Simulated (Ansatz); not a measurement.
# Cd4Se3S: properties of a relaxed candidate

This session takes a relaxed cell of Cd4Se3S and sets out to repeat the electronic structure at other levels of theory.

Method: DFT PBE, scalar-relativistic, plane waves, PAW, unless a step names another level, in Ansatz 0.2.0.

### Step 1. Starting point

Symmetry: P-43m, No. 215, cubic system. The conventional cell has a = 6.128 Å, b = 6.128 Å, c = 6.128 Å, α = 90.00°, β = 90.00°, γ = 90.00°. Cd (site symmetry 3m) has 1 S at 2.59 Å and 3 Se at 2.68 Å as nearest neighbours. Se (site symmetry -42m) has 4 Cd at 2.68 Å as nearest neighbours. Around S (site symmetry -43m) lie 4 Cd at 2.59 Å.

Structure file:

```xyz
8
Lattice="6.1279 0.0000 0.0000 0.0000 6.1279 0.0000 0.0000 0.0000 6.1279" Properties=species:S:1:pos:R:3 pbc="T T T"
Cd    4.6333    4.6333    1.4946
Cd    4.6333    1.4946    4.6333
Cd    1.4946    4.6333    4.6333
Cd    1.4946    1.4946    1.4946
Se    0.0000    3.0640    3.0640
Se    3.0640    0.0000    3.0640
Se    3.0640    3.0640    0.0000
S     0.0000    0.0000    0.0000
```

The cell was relaxed beforehand at this level, from a generated guess; it is a trial structure. At a tolerance of 0.02 Å it has space group P-43m (No. 215); it has 28.76 Å³/atom, an uncorrected energy of -0.63 eV/atom over the elements and, on its mesh, gap 0.60 eV.

### Step 2. The same geometry with r2SCAN

The input, input.yaml:

```yaml
crystal:
  lattice:
    - [6.1279354, 0.0, 0.0]
    - [0.0, 6.1279354, 0.0]
    - [0.0, 0.0, 6.1279354]
  atoms:
    - { symbol: Cd, position: [0.756096, 0.756096, 0.243904] }
    - { symbol: Cd, position: [0.756096, 0.243904, 0.756096] }
    - { symbol: Cd, position: [0.243904, 0.756096, 0.756096] }
    - { symbol: Cd, position: [0.243904, 0.243904, 0.243904] }
    - { symbol: Se, position: [0.0, 0.5, 0.5] }
    - { symbol: Se, position: [0.5, 0.0, 0.5] }
    - { symbol: Se, position: [0.5, 0.5, 0.0] }
    - { symbol: S, position: [0.0, 0.0, 0.0] }
basis:
  ecutwfc: 500
kpoints:
  mp_grid: { grid: [6, 6, 6] }
  band_path:
    path:
      - [[0.0, 0.0, 0.0], [0.0, 0.5, 0.0], [0.5, 0.5, 0.0], [0.0, 0.0, 0.0], [0.5, 0.5, 0.5], [0.0, 0.5, 0.0]]
      - [[0.5, 0.5, 0.5], [0.5, 0.5, 0.0]]
    npoints: 14
hamiltonian:
  xc: r2scan
scf:
  occupations: { method: gaussian, width: 0.02 }
  n_extra_bands: 20
output:
  forces: true
  stress: true
  eigenvalues: true
  populations: true
  dos: { projected: true, de: 0.02, nscf_kmesh: { grid: [9, 9, 9] } }
  bader: true
```

The run is started by

```
$ ansatz run input.yaml --threads 4 --pin off --max-ram 8192MiB --backend cpu --events-out ev --progress --plain --runs-dir out
```

### Step 3. Seeking the band edges over the whole zone (r2SCAN)

Changes to input.yaml since step 2:

```diff
@@ -18,7 +18,3 @@
   mp_grid: { grid: [6, 6, 6] }
-  band_path:
-    path:
-      - [[0.0, 0.0, 0.0], [0.0, 0.5, 0.0], [0.5, 0.5, 0.0], [0.0, 0.0, 0.0], [0.5, 0.5, 0.5], [0.0, 0.5, 0.0]]
-      - [[0.5, 0.5, 0.5], [0.5, 0.5, 0.0]]
-    npoints: 14
+  band_path: { path: [VBM, CBM], npoints: 2 }
 hamiltonian:
@@ -27,9 +23,11 @@
   occupations: { method: gaussian, width: 0.02 }
-  n_extra_bands: 20
 output:
-  forces: true
-  stress: true
+  forces: false
+  stress: false
   eigenvalues: true
-  populations: true
-  dos: { projected: true, de: 0.02, nscf_kmesh: { grid: [9, 9, 9] } }
-  bader: true
+checkpoint:
+  read: start.run
+  write: ck
+  compress: false
+  write_wavefunctions: false
+  write_every: 100000
```

### Step 4. Levels beside the edges (r2SCAN)

Changes to input.yaml since step 3:

```diff
@@ -18,3 +18,2 @@
   mp_grid: { grid: [6, 6, 6] }
-  band_path: { path: [VBM, CBM], npoints: 2 }
 hamiltonian:
@@ -27,2 +26,35 @@
   eigenvalues: true
+  eigenstates:
+    kpoints:
+      - [0.0, 0.0, 0.0]
+      - [0.019505824, 0.0, 0.0]
+      - [-0.019505824, 0.0, 0.0]
+      - [0.0, 0.019505824, 0.0]
+      - [0.0, -0.019505824, 0.0]
+      - [0.0, 0.0, 0.019505824]
+      - [0.0, 0.0, -0.019505824]
+      - [0.013792701, 0.013792701, 0.0]
+      - [-0.013792701, -0.013792701, 0.0]
+      - [0.013792701, 0.0, 0.013792701]
+      - [-0.013792701, 0.0, -0.013792701]
+      - [0.0, 0.013792701, 0.013792701]
+      - [0.0, -0.013792701, -0.013792701]
+      - [0.011261693, 0.011261693, 0.011261693]
+      - [-0.011261693, -0.011261693, -0.011261693]
+      - [0.0, 0.0, 0.0]
+      - [0.019505824, 0.0, 0.0]
+      - [-0.019505824, 0.0, 0.0]
+      - [0.0, 0.019505824, 0.0]
+      - [0.0, -0.019505824, 0.0]
+      - [0.0, 0.0, 0.019505824]
+      - [0.0, 0.0, -0.019505824]
+      - [0.013792701, 0.013792701, 0.0]
+      - [-0.013792701, -0.013792701, 0.0]
+      - [0.013792701, 0.0, 0.013792701]
+      - [-0.013792701, 0.0, -0.013792701]
+      - [0.0, 0.013792701, 0.013792701]
+      - [0.0, -0.013792701, -0.013792701]
+      - [0.011261693, 0.011261693, 0.011261693]
+      - [-0.011261693, -0.011261693, -0.011261693]
+    e_range: [-2.567225, 2.567225]
 checkpoint:
```

(Steps that only read results are left out.)

**Question.** What will these runs give? Wanted: gap; Bader charges; gap over the zone; valence top, conduction bottom; hole masses; electron masses.

As calculated:

| quantity | value |
| --- | --- |
| gap (r2SCAN) | 1.07 eV, direct on the path |
| Bader charges (r2SCAN) | Cd +0.85, Se -0.83, S -0.94 e |
| gap over the zone (r2SCAN) | 1.07 eV, direct |
| valence top, conduction bottom (fractional k) (r2SCAN) | (0.000, 0.000, 0.000), (0.000, 0.000, 0.000) |
| hole masses (r2SCAN) | 0.10 to 3.35 m0 along the directions sampled |
| electron masses (r2SCAN) | 0.10 to 0.10 m0 along the directions sampled |

**Reading.** The gap runs from 0.60 eV with PBE to 1.07 eV with r2SCAN. At this fixed cell r2SCAN gives -1.5 GPa, so it would relax to a smaller volume.
